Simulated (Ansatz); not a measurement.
# La2Ga4H: the cost of one run

Method: DFT PBEsol, scalar-relativistic, plane waves, PAW, in Ansatz 0.2.0.

6 further runs of the same task are left out: 3 that didn't finish, 3 set aside as unsound or not needed.

## Step 1: Starting point

The structure is orthorhombic, space group Pmm2 (No. 25). The conventional cell has a = 4.273 Å, b = 4.380 Å, c = 23.168 Å, α = 90.00°, β = 90.00°, γ = 90.00°. Around Ga (site symmetry mm2) lie 1 Ga at 2.47 Å. La (site symmetry mm2) is surrounded by 10 Ga at 3.30 to 3.33 Å. Ga (site symmetry mm2) has 3 Ga at 2.47 to 2.48 Å as nearest neighbours. Ga (site symmetry mm2) has 3 Ga at 2.48 to 2.50 Å as nearest neighbours. La (site symmetry mm2) has 10 Ga at 3.30 to 3.34 Å as nearest neighbours. Ga (site symmetry mm2) is surrounded by 1 Ga at 2.50 Å.

As a file:

```
CELL_PARAMETERS angstrom
4.27319 0.00000 0.00000
0.00000 4.38005 0.00000
0.00000 0.00000 23.16782
ATOMIC_POSITIONS crystal
Ga 0.00000 0.50000 0.36689
La 0.50000 0.00000 0.42013
Ga 0.00000 0.50000 0.47338
Ga 0.50000 0.50000 0.52814
La 0.00000 0.00000 0.58248
Ga 0.50000 0.50000 0.63592
```

Planes are indexed in the bulk's conventional cell (P6/mmm (No. 191)), a = 4.273 Å, b = 4.273 Å, c = 4.380 Å, α = 90.00°, β = 90.00°, γ = 120.00°.

It is a (100) slab, 6.2 Å thick as cut, with 17 Å of vacuum; its outer planes are Ga (top) and Ga (bottom). An earlier relaxation, lower half held, gave -27296.0342 eV, work function 4.52 eV (top face), 4.54 eV (bottom face).

## Step 2: Height changed by +0.30 Å

The adatom is now moved up and down over its best place, with everything held.

The cell repeats along c, and a dipole correction in the vacuum removes the field between the copies.

input.yaml

```yaml
crystal:
  lattice:
    - [4.273189694, 0.0, 0.0]
    - [0.0, 4.3800531563, 0.0]
    - [0.0, 0.0, 25.1678180503]
  atoms:
    - { symbol: Ga, position: [0.0, 0.5, 0.337732893] }
    - { symbol: La, position: [0.5, 0.0, 0.3867464232] }
    - { symbol: Ga, position: [0.0, 0.5, 0.4357599534] }
    - { symbol: Ga, position: [0.5, 0.5, 0.4861676221] }
    - { symbol: La, position: [0.0, 0.0, 0.5361920898] }
    - { symbol: Ga, position: [0.5, 0.5, 0.5853861023] }
    - { symbol: H, position: [0.5, 1.0, 0.5964843319] }
basis:
  ecutwfc: 420
kpoints:
  mp_grid: { grid: [7, 7, 1] }
hamiltonian:
  xc: pbesol
scf:
  occupations: { method: gaussian, width: 0.1 }
output:
  forces: true
  eigenvalues: true
  write_density: true
  write_potential: true
  elf: true
  volumetric_format: npy
efield:
  axis: 3
  dipole_correction: true
  ramp_width: 0.04
```

On the command line:

```sh
$ ansatz run input.yaml --threads 2 --pin off --max-ram 5632MiB --backend cpu --events-out ev --progress --plain --runs-dir out
```

What time and memory should one allow on 2 threads of Arm Neoverse N1, shared host?

About 47 s, with a peak of 0.74 GiB.
